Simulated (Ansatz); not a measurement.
**CH₄BClO: up Jacob's ladder to CCSD(T)**

Aim: compute CH₄BClO with functionals from several rungs and with coupled cluster. The yardstick is the atomisation energy at the CCSD(T) limit.

Method: functionals in def2-TZVPP, the program's frozen cores in correlated methods; program: Ansatz 0.2.0, Gaussian basis.

Levels to be run: LDA (SPW92), PBE-D4, revPBE-D4, BLYP-D4, r2SCAN-D4, B97M-V, PBE0-D4, B3LYP-D4, r2SCANh-D4, r2SCAN0-D4, HSE06-D4, BHLYP-D4, CAM-B3LYP-D4, LC-ωPBE, ωB97X-V, ωB97M-V, B2PLYP, PBE-QIDH; CCSD(T)/def2-SVP; CCSD(T)/def2-TZVPP; MP2/def2-QZVPP; extrapolation to the limit; RPA on PBE.

## Step 1: The relaxed structure

All runs share one geometry, relaxed beforehand with PBE0-D4 in a triple-zeta def2 set.

8 atoms, charge 0, spin multiplicity 1.

Atoms are counted from 1 here; the program's logs count them from 0.

Bond lengths: B1–C2 1.553 Å, B1–Cl4 2.012 Å, B1–H5 1.194 Å, B1–H6 1.193 Å, C2–O3 1.316 Å, C2–H7 1.090 Å, O3–H8 0.965 Å. Angles: C2–B1–Cl4 70.9°, C2–B1–H5 117.1°, C2–B1–H6 117.0°, Cl4–B1–H5 108.0°, Cl4–B1–H6 109.2°, H5–B1–H6 121.4°, B1–C2–O3 122.4°, B1–C2–H7 121.9°, O3–C2–H7 115.5°, C2–O3–H8 111.7°.

## Step 2: LDA

This LDA is Slater exchange with PW92 correlation.

Contents of in.yaml:

```yaml
crystal:
  periodic: [false, false, false]
  atoms:
    - {symbol: B, position_ang: [-0.177734, 1.077182, -0.135659]}
    - {symbol: C, position_ang: [0.374920, -0.368182, -0.009916]}
    - {symbol: O, position_ang: [0.291445, -1.059510, 1.106903]}
    - {symbol: Cl, position_ang: [-1.458646, -0.195182, -1.022852]}
    - {symbol: H, position_ang: [0.299129, 1.770616, -0.983120]}
    - {symbol: H, position_ang: [-0.695879, 1.545569, 0.831908]}
    - {symbol: H, position_ang: [0.941948, -0.840368, -0.812272]}
    - {symbol: H, position_ang: [0.517016, -1.987226, 0.969108]}
basis:
  gaussian: {orbitals: def2-TZVPP}
hamiltonian: {xc: lda}
output: {orbitals: {seedname: orbitals}}
```

Command:

```sh
$ ansatz run in.yaml --threads 2 --pin off --events-out ev --progress --plain --max-ram 4352MiB
```

After this run come: PBE-D4 (GGA); revPBE-D4 (GGA); BLYP-D4 (GGA); r2SCAN-D4 (meta-GGA); B97M-V (meta-GGA); PBE0-D4 (hybrid); B3LYP-D4 (hybrid); r2SCANh-D4 (hybrid); r2SCAN0-D4 (hybrid); HSE06-D4 (hybrid); BHLYP-D4 (hybrid); CAM-B3LYP-D4 (range-separated); LC-ωPBE (range-separated); ωB97X-V (range-separated); ωB97M-V (range-separated); B2PLYP (double hybrid); PBE-QIDH (double hybrid); CCSD(T) in def2-SVP; CCSD(T) in def2-TZVPP; MP2 in def2-QZVPP; RPA on PBE orbitals.

Before running them: what should the planned runs give, taken together? Wanted: atomisation energy, CCSD(T)/CBS; farthest beyond LDA; mean size of error, GGA; mean size of error, meta-GGA; mean size of error, hybrid; mean size of error, range-separated; mean size of error, double hybrid; gap, smallest and largest; T1 diagnostic.

As calculated:

```
                               quantity                                      value
        atomisation energy, CCSD(T)/CBS                                  29.046 eV
    functionals within 0.145 eV (0.5 %)       B3LYP-D4, LC-ωPBE, ωB97X-V, PBE-QIDH
                    farthest beyond LDA                         PBE-D4 (+1.060 eV)
                mean size of error, GGA                                   0.507 eV
           mean size of error, meta-GGA                                   0.342 eV
             mean size of error, hybrid                                   0.352 eV
    mean size of error, range-separated                                   0.150 eV
      mean size of error, double hybrid                                   0.110 eV
              gap, smallest and largest  4.39 eV (LDA (SPW92)), 12.12 eV (LC-ωPBE)
                          T1 diagnostic                                     0.0147
triples share of the correlation energy                                      4.1 %
```

What this shows: The LDA atomisation energy is off by 5.010 eV (17 %): it overbinds. PBE-D4 misses by +1.060 eV. Double hybrids carry the basis error of their MP2 part in triple zeta, and no dispersion term here, so their miss is partly the set-up's. By mean error the best rung here is double hybrid (0.110 eV) and the worst beyond LDA is GGA (0.507 eV). The gap between the best rungs is small, so their order is not settled. Misses under about 0.145 eV are within the doubt on the reference itself, which lacks core-valence correlation, relativity and higher excitations. Hartree-Fock recovers 72 % of the binding; the rest is correlation. CCSD(T) in def2-SVP is off by -1.545 eV, so the small basis spoils what the method gains. Orbital gaps span 4.4 to 12.1 eV; exact exchange widens them.
